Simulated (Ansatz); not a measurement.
# YAl3Ag: the cost of one run

Method: DFT PBEsol, scalar-relativistic, plane waves, PAW, in Ansatz 0.2.0.

### Step 1. Starting point

It takes space group P6_3/mmc (No. 194, hexagonal). Conventional cell: a = 6.478 Å, b = 6.478 Å, c = 5.534 Å, α = 90.00°, β = 90.00°, γ = 120.00°. Y (site symmetry -6m2) is surrounded by 12 Al at 3.25 to 3.47 Å. Al (site symmetry mm2) is surrounded by 2 Ag at 2.14 Å. Around Ag (site symmetry -3m) lie 6 Al at 2.14 Å.

Coordinates:

```cif
data_structure
_symmetry_space_group_name_H-M 'P 1'
_symmetry_Int_Tables_number 1
_cell_length_a 6.4776
_cell_length_b 6.4776
_cell_length_c 5.5342
_cell_angle_alpha 90.000
_cell_angle_beta 90.000
_cell_angle_gamma 120.000
_cell_volume 201.10
loop_
_atom_site_label
_atom_site_type_symbol
_atom_site_fract_x
_atom_site_fract_y
_atom_site_fract_z
_atom_site_occupancy
Y1 Y 0.33333 0.66667 0.75000 1
Y2 Y 0.66667 0.33333 0.25000 1
Al1 Al 0.14600 0.29200 0.25000 1
Al2 Al 0.85400 0.14600 0.75000 1
Al3 Al 0.85400 0.70800 0.75000 1
Al4 Al 0.14600 0.85400 0.25000 1
Al5 Al 0.70800 0.85400 0.25000 1
Al6 Al 0.29200 0.14600 0.75000 1
Ag1 Ag 0.00000 0.00000 0.50000 1
Ag2 Ag 0.00000 0.00000 0.00000 1
```

(A quick probe on a coarse mesh, which set the mesh and smearing, is not shown.)

### Step 3. Rough relaxation on the coarse mesh

The input, input.yaml:

```yaml
crystal:
  lattice:
    - [6.477608215, 0.0, 0.0]
    - [-3.2388041075, 5.6097732699, 0.0]
    - [0.0, 0.0, 5.5341555087]
  atoms:
    - { symbol: "Y", position: [0.3333333333, 0.6666666667, 0.75] }
    - { symbol: "Y", position: [0.6666666667, 0.3333333333, 0.25] }
    - { symbol: Al, position: [0.146, 0.2919999999, 0.25] }
    - { symbol: Al, position: [0.854, 0.146, 0.75] }
    - { symbol: Al, position: [0.854, 0.7080000001, 0.75] }
    - { symbol: Al, position: [0.146, 0.854, 0.25] }
    - { symbol: Al, position: [0.7080000001, 0.854, 0.25] }
    - { symbol: Al, position: [0.2919999999, 0.146, 0.75] }
    - { symbol: Ag, position: [0.0, 0.0, 0.5] }
    - { symbol: Ag, position: [0.0, 0.0, 0.0] }
basis:
  ecutwfc: 420
kpoints:
  mp_grid: { grid: [3, 3, 4] }
hamiltonian:
  xc: pbesol
scf:
  occupations: { method: gaussian, width: 0.1 }
  lower_state_search: "off"
output:
  forces: true
  stress: true
  eigenvalues: true
relax:
  adjacent_minimum: "off"
  f_tol: 0.04
  max_steps: 70
  cell: { stress_tol: 0.4 }
```

Run with:

```console
$ ansatz run input.yaml --threads 1 --pin off --max-ram 2560MiB --backend cpu --events-out ev --progress --plain --runs-dir out
```

**Question.** How long does this run take on 1 thread of Arm Neoverse V2, shared host, and how much memory does it need?

About 40 s, with a peak of 0.47 GiB.
